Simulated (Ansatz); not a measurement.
# Pt3Pb: the cost of one run

Computed with Ansatz 0.2.0 (reference: DFT LDA, plane waves, PAW, scalar-relativistic, no spin polarisation, unless a step's input says otherwise).

**1. The starting structure**

Symmetry: Pm-3m, No. 221, cubic system. Conventional cell: a = 4.101 Å, b = 4.101 Å, c = 4.101 Å, α = 90.00°, β = 90.00°, γ = 90.00°. Pb (site symmetry m-3m) has 12 Pt at 2.90 Å as nearest neighbours. Pt (site symmetry 4/mmm) is surrounded by 4 Pb at 2.90 Å and 8 Pt at 2.90 Å.

As a file:

```
Pb Pt
1.0
     4.10132    0.00000    0.00000
     0.00000    4.10132    0.00000
     0.00000    0.00000    4.10132
Pb Pt
1 3
Direct
  0.00000 0.00000 0.00000
  0.00000 0.50000 0.50000
  0.50000 0.00000 0.50000
  0.50000 0.50000 0.00000
```

**2. Reference**

input.yaml

```yaml
crystal:
  lattice:
    - [4.10132032, 0.0, 0.0]
    - [0.0, 4.10132032, 0.0]
    - [0.0, 0.0, 4.10132032]
  atoms:
    - { symbol: Pb, position: [0.0, 0.0, 0.0] }
    - { symbol: Pt, position: [0.0, 0.5, 0.5] }
    - { symbol: Pt, position: [0.5, 0.0, 0.5] }
    - { symbol: Pt, position: [0.5, 0.5, 0.0] }
  symmetry: { tolerance: 0.0003 }
kpoints:
  mp_grid: { grid: [5, 5, 5], shift: [0, 0, 0] }
magnetization:
  spin_polarized: false
scf:
  occupations: { method: fermi_dirac, width: 0.0894 }
hamiltonian:
  pseudopotentials: { kind: paw }
  xc: lda
basis:
  ecutwfc: 420
output:
  forces: true
  stress: true
  eigenvalues: true
  write_density: true
  write_potential: true
  elf: true
  volumetric_format: npy
```

Launch:

```console
$ ansatz run input.yaml --threads 1 --pin off --max-ram 2560MiB --backend cpu --events-out ev --progress --plain --runs-dir out
```

What time and memory should one allow on 1 thread of Intel Xeon Platinum 8488C (Sapphire Rapids), shared host?

About 1.8 s, with a peak of 0.46 GiB.
